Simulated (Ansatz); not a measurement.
What does this script print? It uses the Python package of Ansatz (0.2.0).

`scan.py`:
```python
# -*- coding: utf-8 -*-
from dataclasses import dataclass

import ansatz
import numpy as np


@dataclass(frozen=True)
class Options:
    basis_set: str = "6-31G*"
    functional: str = "hf"


settings = Options()


def main():
    geometry_ang = [
        ("F", [-0.9234, 0.6908, -2.1786]),
        ("Si", [0.4726, 0.9537, -1.5414]),
        ("O", [0.6863, -0.2187, -0.4198]),
        ("Si", [0.0397, -0.8035, 0.9362]),
        ("H", [0.5051, 2.2775, -0.8991]),
        ("H", [-0.2491, 0.2974, 1.9148]),
        ("H", [0.8559, -1.8449, 1.5662]),
        ("H", [-1.2949, -1.4095, 0.5659]),
    ]
    system = ansatz.Crystal.molecule()
    for symbol, xyz in geometry_ang:
        system = system.atom(symbol, xyz)

    symbols = [site.symbol for site in system.cartesian_sites]
    start = np.array([site.position_ang for site in system.cartesian_sites])
    axis = (start[6] - start[3]) / np.linalg.norm(start[6] - start[3])
    moving = [6]
    lengths, energies = [1.25, 1.35, 1.47, 1.61, 1.83, 2.2, 2.64, 3.22], []
    for length in lengths:
        xyz = start.copy()
        xyz[moving] += (length - np.linalg.norm(start[6] - start[3])) * axis
        point = ansatz.Crystal.molecule()
        for symbol, place in zip(symbols, xyz):
            point = point.atom(symbol, place.tolist())
        base = (
            point.calculation()
            .basis(gaussian=settings.basis_set)
            .functional(settings.functional)
            .spin("collinear", total=1)
        )
        data = base.run(threads=1).report
        energies.append(data["free_energy_ev"])
        print(f"r = {length:6.3f} A  E = {energies[-1]:.5f} eV  <S^2> = {abs(data['mean_field']['state']['spin_squared']):.3f}")

    print("energy above the lowest point (eV):", [round(e - min(energies), 3) for e in energies])


if __name__ == "__main__":
    main()
```

```console
$ python scan.py
r =  1.250 A  E = -20531.88967 eV  <S^2> = 0.753
r =  1.350 A  E = -20532.41478 eV  <S^2> = 0.753
r =  1.470 A  E = -20532.59233 eV  <S^2> = 0.753
r =  1.610 A  E = -20532.42088 eV  <S^2> = 0.753
r =  1.830 A  E = -20531.74837 eV  <S^2> = 0.753
r =  2.200 A  E = -20530.34209 eV  <S^2> = 0.874
r =  2.640 A  E = -20529.51169 eV  <S^2> = 1.474
r =  3.220 A  E = -20529.24657 eV  <S^2> = 1.694
energy above the lowest point (eV): [0.703, 0.178, 0.0, 0.171, 0.844, 2.25, 3.081, 3.346]
```

Total energies depend on the basis set; only differences at equal settings carry meaning. The rest of the molecule is held rigid at a force-field or estimated start geometry, and the basis set is modest; single-reference methods fail as a bond breaks. The species is open-shell (spin multiplicity 2). The expectation value of S² is noticeably off S(S+1) in at least one run, so that state is spin-contaminated. Hartree-Fock leaves correlation out, so bond, atomisation and ionisation energies come out well too low. Wall time of the script: 16 s on 1 thread of Arm Neoverse V1, on a shared host, peak memory 0.26 GiB.
